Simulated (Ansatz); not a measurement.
# Au (Gold): a phonon run

Wanted: a converged phonon run for Au (Gold), and a check of what comes out.

The COD entry's cell or inner coordinates are ideal or old and differ from later refinements, so a difference from it is no clean test against experiment.

Computed with Ansatz 0.2.0 (DFT, r2SCAN, all-electron LAPW, scalar-relativistic; harmonic phonons by finite displacements (as first typed), unless a step's input says otherwise).

1 further run of the same task is left out (it didn't finish).

### 1 Starting point

The structure is cubic, space group Fm-3m (No. 225). Conventional cell: a = 4.097 Å, b = 4.097 Å, c = 4.097 Å, α = 90.00°, β = 90.00°, γ = 90.00°. Around Au (site symmetry m-3m) lie 12 Au at 2.90 Å.

Structure file:

```xyz
1
Lattice="0.0000 2.0484 2.0484 2.0484 0.0000 2.0484 2.0484 2.0484 0.0000" Properties=species:S:1:pos:R:3 pbc="T T T"
Au    0.0000    0.0000    0.0000
```

### 2 The run

input.yaml reads:

```yaml
crystal:
  lattice:
    - [0.0, 2.04835988915, 2.04835988915]
    - [2.04835988915, 0.0, 2.04835988915]
    - [2.04835988915, 2.04835988915, 0.0]
  atoms:
    - { symbol: Au, position: [0.0, 0.0, 0.0] }
kpoints:
  mp_grid: { grid: [24, 24, 24] }
scf:
  occupations: { method: fermi_dirac, width: 0.1 }
hamiltonian:
  xc: r2scan
  pseudopotentials: { kind: all_electron, lapw: { basis_error: 0.001 } }
phonons:
  qmesh: [4, 4, 4]
  qpath:
    path:
      - [0.0, 0.0, 0.0]
      - [0.5, 0.0, 0.5]
      - [0.625, 0.25, 0.625]
      - [0.375, 0.375, 0.75]
      - [0.0, 0.0, 0.0]
      - [0.5, 0.5, 0.5]
      - [0.5, 0.25, 0.75]
      - [0.5, 0.0, 0.5]
    npoints: 6
  temperatures: { t_min: 0, t_max: 1000, t_step: 100 }
```

Run with:

```
$ ansatz run input.yaml --threads 2 --pin off --max-ram 10240MiB --backend cpu --events-out ev --progress --plain --runs-dir out
```

Q: Will this input give a usable result? If not, why, and what should change?

The run ended at the input check. It says: «memory limit exceeded: the `scf loop` phase needs 10.15 GiB against the run's memory maximum of 10.00 GiB; largest carriers: full-potential states 5.67 GiB, wavefunctions 2.23 GiB, full-potential basis 1.59 GiB ...»

The run needs more memory than it was given. It asks for 10.15 GiB, and 10.00 GiB are there.

Remedy: delete hamiltonian.pseudopotentials.lapw.basis_error (the default then holds).
